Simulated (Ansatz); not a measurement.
# BH3Se: the cost of one run

Computed with Ansatz 0.2.0, Gaussian basis. Level: PBE0-D4/def2-TZVP structures, single points in def2-TZVPP, no counterpoise correction.

Levels: SPW92, PBE-D4, BLYP-D4, r2SCAN-D4, B97M-V, PBE0-D4, B3LYP-D4, r2SCAN0-D4, BHLYP-D4, CAM-B3LYP-D4, wB97X-V, wB97M-V, B2PLYP, PBE-QIDH, RPA on PBE, Hartree-Fock, MP2, CCSD, CCSD(T).

Correlated methods freeze the cores. Filled d shells of the heavier atoms are correlated. B3LYP uses VWN-RPA correlation. B2PLYP carries no dispersion term here.

94 further runs of the same task are left out: 94 set aside as unsound or not needed.

### 1 The starting structure

The complex: 8 atoms, charge 0, spin multiplicity 1.

Atoms are counted from 1 here; the program's logs count them from 0.

Bond lengths: B1–O2 1.691 Å, B1–H3 1.193 Å, B1–H4 1.201 Å, B1–Se6 2.018 Å, O2–H5 0.975 Å, O2–H7 0.965 Å, Se6–H8 1.469 Å. Angles: O2–B1–H3 104.3°, O2–B1–H4 103.8°, O2–B1–Se6 103.0°, H3–B1–H4 118.2°, H3–B1–Se6 115.2°, H4–B1–Se6 110.2°, B1–O2–H5 101.7°, B1–O2–H7 110.0°, H5–O2–H7 107.9°, B1–Se6–H8 97.1°.

Coordinates:

```csv
atom,x (Å),y (Å),z (Å)
B1,-0.1378,-0.6747,-0.0141
O2,0.1563,0.5925,-1.0943
H3,0.8125,-1.3873,-0.1299
H4,-1.2095,-1.0972,-0.3541
H5,0.0844,1.3700,-0.5106
Se6,-0.2917,0.2687,1.7627
H7,-0.5554,0.6435,-1.7444
H8,1.1413,0.2843,2.0847
```

Its parts: BH3Se holds atoms 1, 3, 4, 6, 8; H2O holds atoms 2, 5, 7. Each part counts its atoms afresh in its own runs.

### 2 Relaxing BH3Se alone

The input, relax-a/in.yaml:

```yaml
crystal:
  periodic: [false, false, false]
  atoms:
    - {symbol: B, position_ang: [-0.137843, -0.674731, -0.014061]}
    - {symbol: H, position_ang: [0.812499, -1.387320, -0.129932]}
    - {symbol: H, position_ang: [-1.209518, -1.097183, -0.354143]}
    - {symbol: Se, position_ang: [-0.291711, 0.268691, 1.762685]}
    - {symbol: H, position_ang: [1.141294, 0.284333, 2.084671]}
basis:
  gaussian: {orbitals: def2-TZVP}
hamiltonian: {xc: pbe0, dispersion: d4}
relax: {f_tol: 0.005, max_steps: 200}
```

On the command line:

```
ansatz run in.yaml --threads 4 --pin off --events-out ev --progress --plain --max-ram 9574MiB
```

**Question.** How long does this run take on 4 threads of Arm Neoverse V1, shared host?

About 6.5 s.
